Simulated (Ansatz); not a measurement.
**C₂H₇FSSi: how energies converge with the basis set**

How large a basis does C₂H₇FSSi need? Two functionals are run in growing sets.

Program: Ansatz 0.2.0, Gaussian basis. Level of theory: one geometry, several basis sets. These are calculated values, not measurements.

Plan: PBE0-D4/def2-SVP; ωB97M-V/def2-SVP; PBE0-D4/def2-QZVPP; ωB97M-V/def2-QZVPP; the functionals' def2-TZVPP values are taken from earlier runs.

### Step 1. The geometry

An earlier PBE0-D4 in a triple-zeta def2 set relaxation fixed the geometry.

SMILES `C[SiH](S)CF`, 12 atoms, charge 0, spin multiplicity 1.

Atoms are counted from 1 here; the program's logs count them from 0.

Bond lengths: C1–Si2 1.861 Å, C1–H6 1.092 Å, C1–H7 1.093 Å, C1–H8 1.093 Å, Si2–S3 2.143 Å, Si2–C4 1.894 Å, Si2–H9 1.485 Å, S3–H10 1.344 Å, C4–F5 1.395 Å, C4–H11 1.095 Å, C4–H12 1.096 Å. Angles: Si2–C1–H6 110.9°, Si2–C1–H7 111.0°, Si2–C1–H8 109.8°, H6–C1–H7 108.3°, H6–C1–H8 108.7°, H7–C1–H8 108.1°, C1–Si2–S3 113.2°, C1–Si2–C4 110.1°, C1–Si2–H9 111.7°, S3–Si2–C4 108.2°, S3–Si2–H9 104.0°, C4–Si2–H9 109.5°, Si2–S3–H10 94.6°, Si2–C4–F5 110.0°, Si2–C4–H11 111.3°, Si2–C4–H12 111.3°, F5–C4–H11 108.4°, F5–C4–H12 108.0° and more.

### Step 2. PBE0-D4 in def2-SVP

File in.yaml:

```yaml
crystal:
  periodic: [false, false, false]
  atoms:
    - {symbol: C, position_ang: [-1.406874, 0.521575, 0.594125]}
    - {symbol: Si, position_ang: [0.331231, 0.584216, -0.066961]}
    - {symbol: S, position_ang: [1.817486, 0.673771, 1.474671]}
    - {symbol: C, position_ang: [0.676626, -0.943461, -1.132001]}
    - {symbol: F, position_ang: [-0.307878, -1.075794, -2.110906]}
    - {symbol: H, position_ang: [-1.638421, 1.421907, 1.166114]}
    - {symbol: H, position_ang: [-1.546327, -0.344418, 1.245872]}
    - {symbol: H, position_ang: [-2.115512, 0.440026, -0.234206]}
    - {symbol: H, position_ang: [0.570103, 1.811663, -0.868173]}
    - {symbol: H, position_ang: [1.368449, -0.415959, 2.121149]}
    - {symbol: H, position_ang: [1.649405, -0.871199, -1.628488]}
    - {symbol: H, position_ang: [0.678713, -1.857428, -0.526998]}
basis:
  gaussian: {orbitals: def2-SVP}
hamiltonian: {xc: pbe0, dispersion: d4}
output: {orbitals: {seedname: orbitals}}
```

The runs that follow: ωB97M-V in def2-SVP; PBE0-D4 in def2-QZVPP; ωB97M-V in def2-QZVPP.

**Question.** What will the summary of the whole plan be? Wanted: PBE0-D4: double and triple zeta above quadruple; ωB97M-V: double and triple zeta above quadruple.

As calculated:

| quantity | value |
| --- | --- |
| PBE0-D4: double and triple zeta above quadruple | 13.29, 0.87 eV |
| ωB97M-V: double and triple zeta above quadruple | 13.47, 0.83 eV |

What this shows: PBE0-D4 gains 12.42 eV from double to triple zeta, then 0.87 eV more. Total energies overstate the basis error of differences, where much of it tends to cancel. The LUMO of ωB97M-V is positive and keeps falling with the basis (2.67 to 1.42 eV): an unbound level that the basis holds in place.
